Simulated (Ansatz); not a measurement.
# Cl₂FH₃OSSi₂: up Jacob's ladder to CCSD(T)

One table from this session's results is given with a row withheld; the runs are named, their logs left out.

The runs use Ansatz 0.2.0, Gaussian basis; functionals in def2-TZVPP, the program's frozen cores in correlated methods.

Levels to be run: PBE-D4, r2SCAN-D4, PBE0-D4, B3LYP-D4, ωB97X-V, ωB97M-V, B2PLYP; CCSD(T)/def2-TZVPP; MP2/def2-QZVPP; extrapolation to the limit.

### The relaxed structure

All runs share one geometry, relaxed beforehand with PBE0-D4 in a triple-zeta def2 set.

SMILES `O[SiH2]S[Si](F)(Cl)Cl`, 10 atoms, charge 0, spin multiplicity 1.

Atoms are counted from 1 here; the program's logs count them from 0.

Bond lengths: O1–Si2 1.632 Å, O1–H8 0.960 Å, Si2–S3 2.165 Å, Si2–H9 1.482 Å, Si2–H10 1.475 Å, S3–Si4 2.089 Å, Si4–F5 1.595 Å, Si4–Cl6 2.026 Å, Si4–Cl7 2.021 Å. Angles: Si2–O1–H8 117.3°, O1–Si2–S3 112.7°, O1–Si2–H9 112.0°, O1–Si2–H10 107.2°, S3–Si2–H9 107.4°, S3–Si2–H10 104.6°, H9–Si2–H10 112.9°, Si2–S3–Si4 97.2°, S3–Si4–F5 109.4°, S3–Si4–Cl6 114.1°, S3–Si4–Cl7 109.9°, F5–Si4–Cl6 105.8°, F5–Si4–Cl7 108.1°, Cl6–Si4–Cl7 109.3°.

The first run:

in.yaml

```yaml
crystal:
  periodic: [false, false, false]
  atoms:
    - {symbol: O, position_ang: [-0.019162, 0.907087, 2.059993]}
    - {symbol: Si, position_ang: [-0.065740, 1.467954, 0.528023]}
    - {symbol: S, position_ang: [-1.392104, 0.321875, -0.741980]}
    - {symbol: Si, position_ang: [-0.142221, -1.332565, -0.999445]}
    - {symbol: F, position_ang: [0.579798, -1.670070, 0.381653]}
    - {symbol: Cl, position_ang: [1.346928, -1.044426, -2.342848]}
    - {symbol: Cl, position_ang: [-1.234844, -2.941811, -1.547402]}
    - {symbol: H, position_ang: [0.322404, 0.019883, 2.194247]}
    - {symbol: H, position_ang: [1.273326, 1.458789, -0.107127]}
    - {symbol: H, position_ang: [-0.668386, 2.813294, 0.574896]}
basis:
  gaussian: {orbitals: def2-TZVPP}
hamiltonian: {xc: pbe, dispersion: d4}
output: {forces: true, orbitals: {seedname: orbitals}}
```

Run with:

```
$ ansatz run in.yaml --threads 2 --pin off --events-out ev --progress --plain --max-ram 20480MiB --backend cuda --devices 0, --max-vram 18GiB
```

Steps of the session up to this table: PBE-D4 (GGA); r2SCAN-D4 (meta-GGA); PBE0-D4 (hybrid); B3LYP-D4 (hybrid); ωB97X-V (range-separated); ωB97M-V (range-separated); B2PLYP (double hybrid); CCSD(T) in def2-TZVPP; MP2 in def2-QZVPP.

One of the session's tables, all rows but one given; the rest of the session is left out.

```
            method  atomisation energy (kJ/mol)
            PBE-D4                       3661.9
         r2SCAN-D4                       3649.3
           PBE0-D4                            ?
          B3LYP-D4                       3575.3
           ωB97X-V                       3649.3
           ωB97M-V                       3649.8
            B2PLYP                       3547.6
     HF/def2-TZVPP                       2621.9
    MP2/def2-TZVPP                       3639.7
   CCSD/def2-TZVPP                       3436.4
CCSD(T)/def2-TZVPP                       3506.1
           MP2/CBS                       3776.2
       CCSD(T)/CBS                       3642.5
```

Q: Estimate the row for PBE0-D4 from the others.

As computed: atomisation energy (kJ/mol): 3598.0. In the column «atomisation energy (kJ/mol)» it lies between B3LYP-D4 (3575.3) and MP2/def2-TZVPP (3639.7).
